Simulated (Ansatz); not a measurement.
# NaLaMnMoO6 (I-4) in Ansatz: band structure with RPBE

Aim: the band structure of NaLaMnMoO6 with RPBE.

Program: Ansatz 0.2.0. These are calculated values, not measurements. Logs are shortened: lines on timing, memory, paths and dates and some standing lists are left out, and cuts for length are marked.

## (1) Starting point

Symmetry: I-4, No. 82, tetragonal system. Conventional cell: a = 5.446 Å, b = 5.446 Å, c = 7.798 Å, α = 90.00°, β = 90.00°, γ = 90.00°. Around Na (site symmetry -4) lie 8 O at 2.51 to 2.72 Å. La (site symmetry -4) has 8 O at 2.51 to 2.72 Å as nearest neighbours. Mn (site symmetry -4) has 6 O at 1.93 to 1.94 Å as nearest neighbours. Around Mo (site symmetry -4) lie 6 O at 1.96 to 1.97 Å. Around O (site symmetry 1) lie 1 Mn at 1.94 Å and 1 Mo at 1.97 Å. Around O (site symmetry 2) lie 1 Mn at 1.93 Å and 1 Mo at 1.96 Å.

The cell was built by a generator and needn't be a form met in nature.

## (2) Band structure, RPBE, collinear spin, ferromagnetic start

The input, input.yaml:

```yaml
crystal:
  lattice:
    - [-2.72294, 2.72294, 3.89889]
    - [2.72294, -2.72294, 3.89889]
    - [2.72294, 2.72294, -3.89889]
  atoms:
    - { symbol: Na, position: [0.25, 0.75, 0.5] }
    - { symbol: La, position: [0.75, 0.25, 0.5] }
    - { symbol: Mn, position: [0.5, 0.5, 0.0], spin: 4.0 }
    - { symbol: Mo, position: [0.0, 0.0, 0.0], spin: 1.0 }
    - { symbol: O, position: [0.20766, 0.29607, 0.50371] }
    - { symbol: O, position: [0.29605, 0.79234, 0.08841] }
    - { symbol: O, position: [0.79236, 0.70395, 0.49629] }
    - { symbol: O, position: [0.70393, 0.20764, 0.91159] }
    - { symbol: O, position: [0.25194, 0.25194, 0.0] }
    - { symbol: O, position: [0.74806, 0.74806, 0.0] }
hamiltonian:
  xc: rpbe
  pseudopotentials: { kind: paw }
magnetization:
  spin_polarized: true
kpoints:
  mp_grid: { grid: [7, 7, 7] }
  band_path:
    path:
      - [[0.0, 0.0, 0.0], [0.0, 0.0, 0.5], [-0.2438732594, 0.2438732594, 0.5], [-0.3719366297, 0.3719366297, 0.3719366297], [0.0, 0.0, 0.0], [0.5, 0.5, -0.5], [0.3719366297, 0.6280633703, -0.3719366297], [0.0, 0.5, 0.0], [0.25, 0.25, 0.25], [0.5, 0.5, -0.2438732594], [0.5, 0.5, -0.5]]
      - [[0.0, 0.0, 0.5], [0.25, 0.25, 0.25]]
    npoints: 10
scf:
  occupations: { method: fermi_dirac, width: 0.05 }
  n_extra_bands: 25
output:
  forces: true
  stress: true
  eigenvalues: true
  fatbands: false
  write_density: true
  write_potential: true
  elf: true
  volumetric_format: npy
```

Potentials or basis: Ansatz PAW.

Launch:

```bash
ansatz run input.yaml --threads 8 --pin off --max-ram 20480MiB --backend cpu --events-out ev --progress --plain --runs-dir out
```

Output:

```text
Warning: RAYON_NUM_THREADS=8 ignored (pool sized by the plan → 8); use --threads N
scf.n_extra_bands = 25 over 43 filled bands (N_el = 85.0): the run solves 68 bands
Engine: ansatz 0.2.0, aarch64-unknown-linux-gnu
Pseudopotentials: kind: paw
Pseudopotential: Na, paw, valence charge 9, recommended cutoff 420 eV (normal), Na.paw.azcp
Pseudopotential: La, paw, valence charge 11, recommended cutoff 420 eV (normal), La.paw.azcp
Pseudopotential: Mn, paw, valence charge 15, recommended cutoff 420 eV (normal), Mn.paw.azcp
Pseudopotential: Mo, paw, valence charge 14, recommended cutoff 420 eV (normal), Mo.paw.azcp
Pseudopotential: O, paw, valence charge 6, recommended cutoff 420 eV (normal), O.paw.azcp
Functional definition: RPBE
  parameter kappa = 0.804
  parameter beta = 0.06672455060314922
  exchange = rpbe_x(kappa = kappa, mu = beta*pi^2/3)
  correlation = pbe_c(beta = beta)
Crystal: 10 atoms, lattice volume = 115.632 Å³
Basis set: ecut = 420 eV, 2245 PW (Γ), exchange–correlation on 80×80×80 points (8 copies of the dense FFT grid, shifted against one another)
Bands: 68, of which v1, the nominal top of the filled ones, is band 43 counted from 1 (42 counted from 0)
Symmetry: 4 space group operations
Space group: I-4 (ITA 82), of the structure as read, at distance tolerance 4.9e-5 Å
Magnetic group: BNS 82.39 (UNI 699), of the structure as read, at distance tolerance 4.9e-5 Å
k-points: 52 of 343 (time reversal used)
Non-local potential: Na, projectors of the file, l = 0: 3, l = 1: 2, l = 2: 1
Non-local potential: La, projectors of the file, l = 0: 3, l = 1: 2, l = 2: 2, l = 3: 3
Non-local potential: Mn, projectors of the file, l = 0: 3, l = 1: 2, l = 2: 3, l = 3: 1
Non-local potential: Mo, projectors of the file, l = 0: 3, l = 1: 2, l = 2: 2, l = 3: 1
Non-local potential: O, projectors of the file, l = 0: 2, l = 1: 2, l = 2: 1
PAW form: soft (Blöchl's): semilocal exchange-correlation on the pseudo side does not see the compensation charge
[... 43 lines left out ...]
Harris-Foulkes:  -20037.828861 eV  (|F-HF|=2.11e-10)
Internal energy: -20037.799912 eV  (E = F + TS)
E sigma→0 (E₀):  -20037.814387 eV
Entropy (-TS):   -0.028948 eV (-2.895 meV/atom)
Fermi energy:    12.695585 eV
--- Per-component energies (eV) ---
  E_band       = -565.634347
  E_kinetic    = 2109.606240
  E_local      = -6693.583074  (includes V_loc(G=0)·N_el)
  E_nonlocal   = 873.154306
  E_hartree    = 2516.998541
  E_xc         = -922.869545
  E_vxc        = -1140.303197  (∫ρ·V_xc dr)
  E_paw        = -11157.720787  (= ΣΔE_a)
  E_vpaw       = -748.519127  (= ΣTr[D̂ρ^β])
  E_aug_tail   = 0.014374  (compensation charges beyond the density's cutoff)
  E_ewald      = -6763.052601
  E_core_change = -0.347365  (= ΣΔE_core)
  E_smearing   = -0.028948  (= −TS)
  E_closure    = 0.000000  (closes the sum)
  Σ components = -20037.828861   (vs F -20037.828861, Δ=0.00e0)
--- Forces (eV/Å), atoms counted from 1 ---
  atom   1  Na     0.00000000     0.00000000     0.00000000
  atom   2  La     0.00000000     0.00000000     0.00000000
  atom   3  Mn     0.00000000     0.00000000     0.00000000
  atom   4  Mo     0.00000000     0.00000000     0.00000000
  atom   5  O     -0.01749671    -0.08399645    -0.00426283
  atom   6  O      0.08399645    -0.01749671     0.00426283
  atom   7  O      0.01749671     0.08399645    -0.00426283
  atom   8  O     -0.08399645     0.01749671     0.00426283
  atom   9  O     -0.00000000    -0.00000000    -0.13366793
  atom  10  O      0.00000000     0.00000000     0.13366793
  max |Σ_I F_I| component: 6.25e-17 eV/Å
--- Stress (GPa, compression-positive) ---
        5.000166      -0.000000       0.000000
        0.000000       5.000166       0.000000
        0.000000       0.000000       5.259437
  P = ⅓ Tr σ = 5.0866 GPa (50.866 kbar)
--- Band table (eV; the first three rows and the last of 104) ---
  k-point 0 ↑: bands = ["-69.4797", "-50.1869", "-39.4438", "-38.1397", "-38.1397", "-38.1294", "-24.3285", "-24.3213", "-24.3213", "-20.1522", "-11.2111", "-11.2111", "-11.1822", "-7.4915", "-6.8297", "-6.6140", "-6.2408", "-6.2408", "-6.2065", "-4.0054", "-4.0054", "-3.7584", "4.9842", "5.2056", "5.2254", "5.9941", "6.0878", "6.0878", "7.2514", "7.2514", "7.2706", "8.6686", "8.8010", "8.8010", "9.5290", "9.5290", "9.5397", "9.6383", "9.7480", "9.7480", "9.9026", "10.2813", "10.2813", "11.9417", "12.3188", "13.5266", "13.5266", "13.7928", "14.8210", "14.8369", "14.8369", "14.9180", "14.9393", "15.1052", "15.1052", "15.5978", "16.1518", "16.3701", "16.7563", "16.7563", "17.0587", "18.5587", "18.6753", "20.8515", "23.2141", "23.2141", "24.5157", "24.6273"]
  k-point 1 ↑: bands = ["-69.4797", "-50.1869", "-39.4438", "-38.1397", "-38.1397", "-38.1294", "-24.3286", "-24.3218", "-24.3214", "-20.1494", "-11.2128", "-11.2118", "-11.1827", "-7.4908", "-6.8400", "-6.6229", "-6.3741", "-6.2829", "-6.2156", "-3.9007", "-3.8595", "-3.6579", "4.9871", "5.2005", "5.5790", "5.9170", "6.1544", "6.2108", "6.8711", "7.2125", "7.2274", "8.2997", "8.4456", "8.5685", "9.0470", "9.3551", "9.3864", "9.5452", "9.6369", "9.9542", "10.1445", "10.4608", "10.5153", "12.1778", "12.6638", "13.4921", "13.5235", "13.7777", "14.7849", "14.8077", "14.8380", "14.8961", "14.9242", "15.0416", "15.0641", "15.8784", "16.4964", "16.6193", "16.9256", "17.0562", "17.4352", "18.2195", "18.6496", "21.1113", "22.7696", "23.0813", "24.3315", "24.7297"]
  k-point 2 ↑: bands = ["-69.4797", "-50.1869", "-39.4438", "-38.1397", "-38.1397", "-38.1294", "-24.3288", "-24.3231", "-24.3217", "-20.1432", "-11.2172", "-11.2134", "-11.1838", "-7.5449", "-6.8555", "-6.6595", "-6.5079", "-6.3764", "-6.2692", "-3.6716", "-3.5422", "-3.4434", "4.8494", "5.1761", "5.5881", "5.9214", "6.4632", "6.5222", "6.7869", "7.1161", "7.1990", "7.8191", "7.9144", "8.1581", "8.3013", "9.0637", "9.1100", "9.4227", "9.5455", "9.9494", "10.0398", "10.8789", "10.9354", "12.2058", "13.2905", "13.4425", "13.6320", "13.7334", "14.7312", "14.7520", "14.8478", "14.8557", "14.8751", "14.9893", "15.0121", "16.4407", "16.6592", "17.2502", "17.3913", "17.7987", "18.0556", "18.2479", "18.6532", "21.6943", "22.1073", "22.6552", "23.0677", "24.8498"]
  k-point 51 ↓: bands = ["-66.5313", "-50.6316", "-39.4435", "-35.2448", "-35.2448", "-35.2447", "-24.8610", "-24.7861", "-24.7858", "-20.1490", "-11.2145", "-11.2136", "-11.1919", "-7.6411", "-6.9859", "-6.5964", "-6.4543", "-6.3944", "-6.1845", "-3.5620", "-3.4849", "-3.1227", "4.6956", "5.4299", "5.5024", "5.8668", "6.4869", "6.5623", "7.0548", "7.2738", "7.6690", "7.8238", "7.9791", "8.4709", "8.5144", "8.5817", "8.7531", "9.2035", "9.4302", "9.8481", "11.8543", "13.1750", "13.2042", "13.5235", "13.6762", "13.6829", "14.3114", "14.4993", "14.7544", "14.7769", "14.8074", "14.8113", "14.8189", "14.9467", "14.9951", "16.7497", "16.9217", "17.1292", "17.2979", "18.4620", "18.6017", "18.6307", "20.1384", "20.8810", "21.4714", "21.9637", "23.2357", "25.2978"]
```

bands.tsv:

```text
[... 134 lines left out ...]
```

rho_z.tsv:

```text
# z_ang	rho[e/angstrom^3]	rho_spin[e/angstrom^3]
# format = ansatz-planar-average/11
# lattice	-2.722940000	2.722940000	3.898890000
# lattice	2.722940000	-2.722940000	3.898890000
# lattice	2.722940000	2.722940000	-3.898890000
# sites	10
# site	11	2.722940000	-0.000000000	1.949445000
# site	57	-0.000000000	2.722940000	1.949445000
# site	25	0.000000000	0.000000000	3.898890000
# site	42	0.000000000	0.000000000	0.000000000
# site	8	1.612307233	1.130836982	0.000077978
# site	8	1.592103018	-1.110632767	3.898812022
# site	8	1.110632767	1.592103018	3.898967978
# site	8	1.130836982	3.833572767	-0.000077978
# site	8	0.000000000	0.000000000	1.964572693
# site	8	0.000000000	0.000000000	5.833207307
0.000000	1.670731e0	8.698848e-2
0.136999	1.625495e0	8.415463e-2
0.273999	1.495773e0	7.498778e-2
0.410998	1.300520e0	5.952080e-2
0.547998	1.070858e0	4.104025e-2
0.684997	8.421062e-1	2.460230e-2
[... 32 lines left out ...]
5.205978	1.495773e0	7.498778e-2
5.342978	1.625495e0	8.415463e-2
```

Run time: 46 s. Hardware: 8 threads of Arm Neoverse V1, shared host; peak memory 1.3 GiB.

Results:

| Property | Result |
| --- | --- |
| Free energy | -20037.8289 eV |
| Pressure | 5.1 GPa |
| Largest force | 0.134 eV/Å |
| Band gap on the k mesh | none (metal or under the smearing width) |
| Net moment | 2.04 μB per cell |
| Absolute moment | 3.65 μB per cell |
| Site moments | Na +0.00; La -0.01; Mn +2.32; Mo -0.39; O +0.01 μB |

Forces in eV/Å, atoms in the order of the input:
```
Na   0.000  0.000  0.000
La   0.000  0.000  0.000
Mn   0.000  0.000  0.000
Mo   0.000  0.000  0.000
O   -0.017 -0.084 -0.004
O    0.084 -0.017  0.004
O    0.017  0.084 -0.004
O   -0.084  0.017  0.004
O    0.000  0.000 -0.134
O    0.000  0.000  0.134
```

Stress tensor (GPa, compression positive):
```
5.00 0.00 0.00
0.00 5.00 0.00
0.00 0.00 5.26
```

Levels at the corners of the path, in eV from the Fermi level:
Spin up:
| point | band 40 | band 41 | band 42 | band 43 | band 44 | band 45 | band 46 | band 47 | band 48 | band 49 |
| --- | --- | --- | --- | --- | --- | --- | --- | --- | --- | --- |
| Γ | -2.95 | -2.79 | -2.41 | -2.41 | -0.75 | -0.38 | 0.83 | 0.83 | 1.10 | 2.13 |
| X | -2.82 | -2.63 | -1.70 | -1.54 | -0.49 | 0.33 | 0.70 | 1.17 | 1.18 | 1.99 |
| Y | -3.07 | -2.03 | -1.84 | -1.56 | -0.06 | 0.32 | 0.79 | 1.00 | 1.18 | 2.03 |
| S | -2.96 | -2.21 | -1.67 | -1.63 | -0.01 | 0.24 | 0.91 | 1.04 | 1.08 | 2.05 |
| Γ | -2.95 | -2.79 | -2.41 | -2.41 | -0.75 | -0.38 | 0.83 | 0.83 | 1.10 | 2.13 |
| Z | -2.92 | -2.80 | -1.55 | -1.55 | -0.77 | 0.24 | 0.95 | 1.19 | 1.19 | 2.08 |
| S1 | -2.96 | -2.21 | -1.67 | -1.63 | -0.01 | 0.24 | 0.91 | 1.04 | 1.08 | 2.05 |
| N | -2.94 | -2.03 | -1.92 | -1.82 | 0.55 | 0.62 | 0.76 | 0.95 | 1.02 | 2.05 |
| P | -3.01 | -2.00 | -1.83 | -1.70 | 0.14 | 0.27 | 0.79 | 0.82 | 1.35 | 2.00 |
| Y1 | -3.07 | -2.03 | -1.84 | -1.56 | -0.06 | 0.32 | 0.79 | 1.00 | 1.18 | 2.03 |
| Z | -2.92 | -2.80 | -1.55 | -1.55 | -0.77 | 0.24 | 0.95 | 1.19 | 1.19 | 2.08 |
| X | -2.82 | -2.63 | -1.70 | -1.54 | -0.49 | 0.33 | 0.70 | 1.17 | 1.18 | 1.99 |
| P | -3.01 | -2.00 | -1.83 | -1.70 | 0.14 | 0.27 | 0.79 | 0.82 | 1.35 | 2.00 |
Spin down:
| point | band 37 | band 38 | band 39 | band 40 | band 41 | band 42 | band 43 | band 44 | band 45 | band 46 |
| --- | --- | --- | --- | --- | --- | --- | --- | --- | --- | --- |
| Γ | -3.06 | -3.04 | -2.67 | -2.67 | -1.14 | -1.14 | -1.14 | 0.75 | 1.11 | 1.43 |
| X | -3.86 | -3.37 | -3.35 | -2.57 | -1.20 | 0.41 | 0.63 | 0.79 | 0.90 | 1.29 |
| Y | -3.93 | -3.79 | -3.30 | -2.97 | -0.20 | 0.00 | 0.59 | 0.82 | 0.89 | 1.08 |
| S | -3.87 | -3.65 | -3.35 | -2.89 | -0.45 | 0.33 | 0.42 | 0.87 | 0.94 | 0.98 |
| Γ | -3.06 | -3.04 | -2.67 | -2.67 | -1.14 | -1.14 | -1.14 | 0.75 | 1.11 | 1.43 |
| Z | -4.04 | -3.18 | -3.18 | -2.84 | -1.09 | 0.54 | 0.54 | 0.69 | 1.02 | 1.02 |
| S1 | -3.87 | -3.65 | -3.35 | -2.89 | -0.45 | 0.33 | 0.42 | 0.87 | 0.94 | 0.98 |
| N | -3.63 | -3.14 | -3.10 | -2.88 | 0.04 | 0.12 | 0.28 | 0.56 | 0.61 | 0.67 |
| P | -3.95 | -3.95 | -3.42 | -2.91 | -0.10 | -0.08 | 0.47 | 0.82 | 0.85 | 1.01 |
| Y1 | -3.93 | -3.79 | -3.30 | -2.97 | -0.20 | 0.00 | 0.59 | 0.82 | 0.89 | 1.08 |
| Z | -4.04 | -3.18 | -3.18 | -2.84 | -1.09 | 0.54 | 0.54 | 0.69 | 1.02 | 1.02 |
| X | -3.86 | -3.37 | -3.35 | -2.57 | -1.20 | 0.41 | 0.63 | 0.79 | 0.90 | 1.29 |
| P | -3.95 | -3.95 | -3.42 | -2.91 | -0.10 | -0.08 | 0.47 | 0.82 | 0.85 | 1.01 |

Caveat: the pressure holds a Pulay correction of +0.5 GPa for the finite cutoff; spin-orbit coupling is left out, which moves the levels of the heavy elements; a cell with one magnetic atom can't hold antiferromagnetic order, which such compounds often take; semilocal functionals often make such compounds metallic where correlation or magnetic order opens a gap, which also shifts bond lengths; the PAW data sets come from PBE, with cores solved anew for the run's functional, which leaves a small shift of forces and pressure; the starting moments weren't kept. With open d or f shells a metallic result of RPBE can be an artefact of self-interaction; +U or a hybrid may open a gap.
